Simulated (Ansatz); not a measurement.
# AlNi: the cost of one run

Method: DFT LDA, scalar-relativistic, plane waves, PAW, in Ansatz 0.2.0.

1 further run of the same task is left out (set aside as unsound or not needed).

### Step 1. Starting point

The structure is cubic, space group Pm-3m (No. 221). Conventional cell: a = 2.833 Å, b = 2.833 Å, c = 2.833 Å, α = 90.00°, β = 90.00°, γ = 90.00°. Around Al (site symmetry m-3m) lie 8 Ni at 2.45 Å. Ni (site symmetry m-3m) is surrounded by 8 Al at 2.45 Å.

Coordinates:

```
CELL_PARAMETERS angstrom
2.00287 -2.00286 0.00000
2.00287 2.00286 0.00000
0.00000 0.00000 2.83513
ATOMIC_POSITIONS crystal
Al 0.00000 0.00000 0.00000
Ni 0.50000 0.50000 0.50000
```

It goes back to an entry of the Materials Project, which need not be the stable form.

It is the result of an earlier relaxation at this level (volume 11.37 Å³/atom; gap on the mesh: none (metal)).

### Step 2. Dielectric function

Contents of input.yaml:

```yaml
crystal:
  lattice:
    - [2.0028655982, -2.0028644324, 0.0]
    - [2.0028655982, 2.0028644324, 0.0]
    - [0.0, 0.0, 2.8351334304]
  atoms:
    - { symbol: Al, position: [0.0, 0.0, 0.0] }
    - { symbol: Ni, position: [0.5, 0.5, 0.5] }
basis:
  ecutwfc: 420
kpoints:
  mp_grid: { grid: [16, 16, 14] }
hamiltonian:
  xc: lda
scf:
  occupations: { method: fermi_dirac, width: 0.15 }
  n_extra_bands: 12
output:
  eigenvalues: true
  optics: { e_range: [0, 14], sigma: 0.1, nscf_kmesh: { grid: [24, 24, 24] } }
checkpoint:
  read: start.run
  write: ck
  compress: false
  write_wavefunctions: false
  write_every: 100000
```

The run is started by

```sh
> ansatz run input.yaml --threads 1 --pin off --max-ram 3072MiB --backend cpu --events-out ev --progress --plain --runs-dir out
```

Q: Estimate wall time and peak memory on 1 thread of AMD EPYC (Zen 3), shared host.

About 5 min, with a peak of 2 GiB.
